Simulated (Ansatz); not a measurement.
# B2Pb: the cost of one run

Method: DFT PBE, scalar-relativistic, plane waves, PAW, in Ansatz 0.2.0.

## 1. Starting point

Symmetry: P-6m2, No. 187, hexagonal system. The conventional cell has a = 2.903 Å, b = 2.903 Å, c = 12.324 Å, α = 90.00°, β = 90.00°, γ = 120.00°. B (site symmetry 3m) is surrounded by 9 B at 2.31 to 2.90 Å and 3 Pb at 2.83 Å. B (site symmetry -6m2) is surrounded by 6 Pb at 2.83 Å and 6 B at 2.90 Å. Around B (site symmetry -6m2) lie 6 B at 2.31 Å. Around Pb (site symmetry 3m) lie 6 B at 2.83 Å and 6 Pb at 2.90 Å.

Structure file:

```
CELL_PARAMETERS angstrom
2.90262 0.00000 0.00000
-1.45131 2.51374 0.00000
0.00000 0.00000 12.32412
ATOMIC_POSITIONS crystal
B 0.00000 0.00000 0.62954
B 0.00000 0.00000 0.00000
B 0.00000 0.00000 0.37046
B 0.66667 0.33333 0.50000
Pb 0.33333 0.66667 0.81477
Pb 0.33333 0.66667 0.18523
```

The cell is invented: close-packed layers stacked ABABAC|A (P-6m2, No. 187). The dimensions are guesses.

## 2. A first look at the guess

Input file input.yaml:

```yaml
crystal:
  lattice:
    - [2.90261607, 0.0, 0.0]
    - [-1.45130803, 2.51373925, 0.0]
    - [0.0, 0.0, 12.32412084]
  atoms:
    - { symbol: B, position: [0.0, 0.0, 0.62953775] }
    - { symbol: B, position: [0.0, 0.0, 0.0] }
    - { symbol: B, position: [0.0, 0.0, 0.37046225] }
    - { symbol: B, position: [0.66666667, 0.33333333, 0.5] }
    - { symbol: Pb, position: [0.33333333, 0.66666667, 0.81476887] }
    - { symbol: Pb, position: [0.33333333, 0.66666667, 0.18523113] }
basis:
  ecutwfc: 420
kpoints:
  mp_grid: { grid: [6, 6, 2] }
hamiltonian:
  xc: pbe
scf:
  occupations: { method: gaussian, width: 0.1 }
  lower_state_search: "off"
output:
  forces: true
  stress: true
  eigenvalues: true
```

Launch:

```
> ansatz run input.yaml --threads 1 --pin off --max-ram 2560MiB --backend cpu --events-out ev --progress --plain --runs-dir out
```

Q: Estimate wall time and peak memory on 1 thread of Arm Neoverse N1, shared host.

About 6.3 s, with a peak of 0.3 GiB.
